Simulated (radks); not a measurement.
# Ionising ruthenium step by step, Ru²²⁺ to Ru⁴³⁺

How much does each further electron of ruthenium cost? Each ion is computed in its NIST ground configuration. Each value is a difference of total energies (Δ-SCF).

The numbers are computed with radks (a radial shooting solver on a logarithmic mesh, Libxc functionals) version 1 (scalar-relativistic Kohn-Sham, SCAN, spin-polarised, spherical densities, finite nucleus; open shells are filled with parallel spins first), except any that are marked as measured or tabulated.

### Step 1. What is computed

```
element             : ruthenium (Z = 44)
charges             : 22 to 43
first configuration : [Ar] 3d4
last configuration  : 1s1
```

The outer shells:

Ru²²⁺
```
[Ar] core
3d [↑ ][↑ ][↑ ][↑ ][  ]
```

Ru⁴³⁺
```
1s [↑ ]
```

### Step 2. Ru²²⁺, [Ar] 3d4

Input:

```text
Z 44
configuration [Ar] 3d4 4s0 4p0
relativity scalar-relativistic
functional scan,scan
spin polarised
nucleus finite rms 4.4809 fm
c 137.035999084
```

### Step 3. Ru²³⁺, [Ar] 3d3

Changes since step 2:

```diff
@@ -1,3 +1,3 @@
 Z 44
-configuration [Ar] 3d4 4s0 4p0
+configuration [Ar] 3d3
 relativity scalar-relativistic
```

### Step 4. Ru²⁴⁺, [Ar] 3d2

Changes since step 3:

```diff
@@ -1,3 +1,3 @@
 Z 44
-configuration [Ar] 3d3
+configuration [Ar] 3d2
 relativity scalar-relativistic
```

### Step 5. Ru²⁵⁺, [Ar] 3d1

Changes since step 4:

```diff
@@ -1,3 +1,3 @@
 Z 44
-configuration [Ar] 3d2
+configuration [Ar] 3d1
 relativity scalar-relativistic
```

### Step 6. Ru²⁶⁺, [Ar]

Changes since step 5:

```diff
@@ -1,3 +1,3 @@
 Z 44
-configuration [Ar] 3d1
+configuration [Ar]
 relativity scalar-relativistic
```

### Step 7. Ru²⁷⁺, [Ne] 3s2 3p5

Changes since step 6:

```diff
@@ -1,3 +1,3 @@
 Z 44
-configuration [Ar]
+configuration [Ne] 3s2 3p5
 relativity scalar-relativistic
```

### Step 8. Ru²⁸⁺, [Ne] 3s2 3p4

Changes since step 7:

```diff
@@ -1,3 +1,3 @@
 Z 44
-configuration [Ne] 3s2 3p5
+configuration [Ne] 3s2 3p4
 relativity scalar-relativistic
```

### Step 9. Ru²⁹⁺, [Ne] 3s2 3p3

Changes since step 8:

```diff
@@ -1,3 +1,3 @@
 Z 44
-configuration [Ne] 3s2 3p4
+configuration [Ne] 3s2 3p3
 relativity scalar-relativistic
```

### Step 10. Ru³⁰⁺, [Ne] 3s2 3p2

Changes since step 9:

```diff
@@ -1,3 +1,3 @@
 Z 44
-configuration [Ne] 3s2 3p3
+configuration [Ne] 3s2 3p2
 relativity scalar-relativistic
```

### Step 11. Ru³¹⁺, [Ne] 3s2 3p1

Changes since step 10:

```diff
@@ -1,3 +1,3 @@
 Z 44
-configuration [Ne] 3s2 3p2
+configuration [Ne] 3s2 3p1 4s0 3d0
 relativity scalar-relativistic
```

### Step 12. Ru³²⁺, [Ne] 3s2

Input:

```text
Z 44
configuration [Ne] 3s2
relativity scalar-relativistic
functional scan,scan
spin polarised
nucleus finite rms 4.4809 fm
c 137.035999084
```

### Step 13. Ru³³⁺, [Ne] 3s1

Changes since step 12:

```diff
@@ -1,3 +1,3 @@
 Z 44
-configuration [Ne] 3s2
+configuration [Ne] 3s1
 relativity scalar-relativistic
```

### Step 14. Ru³⁴⁺, [Ne]

Changes since step 13:

```diff
@@ -1,3 +1,3 @@
 Z 44
-configuration [Ne] 3s1
+configuration [Ne]
 relativity scalar-relativistic
```

### Step 15. Ru³⁵⁺, [He] 2s2 2p5

Changes since step 14:

```diff
@@ -1,3 +1,3 @@
 Z 44
-configuration [Ne]
+configuration [He] 2s2 2p5
 relativity scalar-relativistic
```

### Step 16. Ru³⁶⁺, [He] 2s2 2p4

Changes since step 15:

```diff
@@ -1,3 +1,3 @@
 Z 44
-configuration [He] 2s2 2p5
+configuration [He] 2s2 2p4
 relativity scalar-relativistic
```

### Step 17. Ru³⁷⁺, [He] 2s2 2p3

Changes since step 16:

```diff
@@ -1,3 +1,3 @@
 Z 44
-configuration [He] 2s2 2p4
+configuration [He] 2s2 2p3 3s0 3p0
 relativity scalar-relativistic
```

### Step 18. Ru³⁸⁺, [He] 2s2 2p2

Input:

```text
Z 44
configuration [He] 2s2 2p2 3s0 3p0
relativity scalar-relativistic
functional scan,scan
spin polarised
nucleus finite rms 4.4809 fm
c 137.035999084
```

### Step 19. Ru³⁹⁺, [He] 2s2 2p1

Input:

```text
Z 44
configuration [He] 2s2 2p1
relativity scalar-relativistic
functional scan,scan
spin polarised
nucleus finite rms 4.4809 fm
c 137.035999084
```

### Step 20. Ru⁴⁰⁺, [He] 2s2

Changes since step 19:

```diff
@@ -1,3 +1,3 @@
 Z 44
-configuration [He] 2s2 2p1
+configuration [He] 2s2 2p0 3s0
 relativity scalar-relativistic
```

### Step 21. Ru⁴¹⁺, [He] 2s1

Changes since step 20:

```diff
@@ -1,3 +1,3 @@
 Z 44
-configuration [He] 2s2 2p0 3s0
+configuration [He] 2s1
 relativity scalar-relativistic
```

### Step 22. Ru⁴²⁺, [He]

Changes since step 21:

```diff
@@ -1,3 +1,3 @@
 Z 44
-configuration [He] 2s1
+configuration [He] 2s0 2p0
 relativity scalar-relativistic
```

### Step 23. Ru⁴³⁺, 1s1

Changes since step 22:

```diff
@@ -1,3 +1,3 @@
 Z 44
-configuration [He] 2s0 2p0
+configuration 1s1 2s0 2p0
 relativity scalar-relativistic
```

Before running it: what results should come out? Wanted: for each run, species; configuration; Δ-SCF; −ε(HOMO); NIST; error.

As calculated:

```tsv
species	configuration	Δ-SCF (eV)	−ε(HOMO) (eV)	NIST (eV)	error (%)
Ru²²⁺	[Ar] 3d4	1052.1	1020.1	1048 (theory)	+0.4
Ru²³⁺	[Ar] 3d3	1117.2	1084.7	1115 (theory)	+0.2
Ru²⁴⁺	[Ar] 3d2	1183.3	1150.3	1187 (theory)	-0.3
Ru²⁵⁺	[Ar] 3d1	1250.1	1216.8	1253 (theory)	-0.2
Ru²⁶⁺	[Ar]	1461.3	1431.7	1447 (semi-emp.)	+1.0
Ru²⁷⁺	[Ne] 3s2 3p5	1521.4	1491.9	1507 (semi-emp.)	+1.0
Ru²⁸⁺	[Ne] 3s2 3p4	1580.1	1551.4	1577 (semi-emp.)	+0.2
Ru²⁹⁺	[Ne] 3s2 3p3	1665.8	1634.8	1659 (semi-emp.)	+0.4
Ru³⁴⁺	[Ne]	4809.8	4723.8	4758 (semi-emp.)	+1.1
Ru³⁵⁺	[He] 2s2 2p5	4982.7	4897.9	4939 (semi-emp.)	+0.9
Ru³⁶⁺	[He] 2s2 2p4	5150.9	5068.9	5136 (semi-emp.)	+0.3
Ru³⁹⁺	[He] 2s2 2p1	5764.4	5678.0	5861 (semi-emp.)	-1.6
```

In words: Reference values: NIST Atomic Spectra Database (exp. measured, semi-emp. semi-empirical, theory a theoretical value adopted there). Per unit of the charge left behind, the cost jumps most at Ru³⁴⁺ ([Ne]): from 1665.8 to 4809.8 eV. There the highest level belongs to another shell. The Δ-SCF values miss the measured or semi-empirical entries by +0.4 % in the signed mean; the largest miss is -1.6 % (Ru³⁹⁺). Minus the highest eigenvalue gives 97 to 99 % of the Δ-SCF value along the ladder. Open shells are spherical and high-spin; term and fine-structure splittings are not resolved.
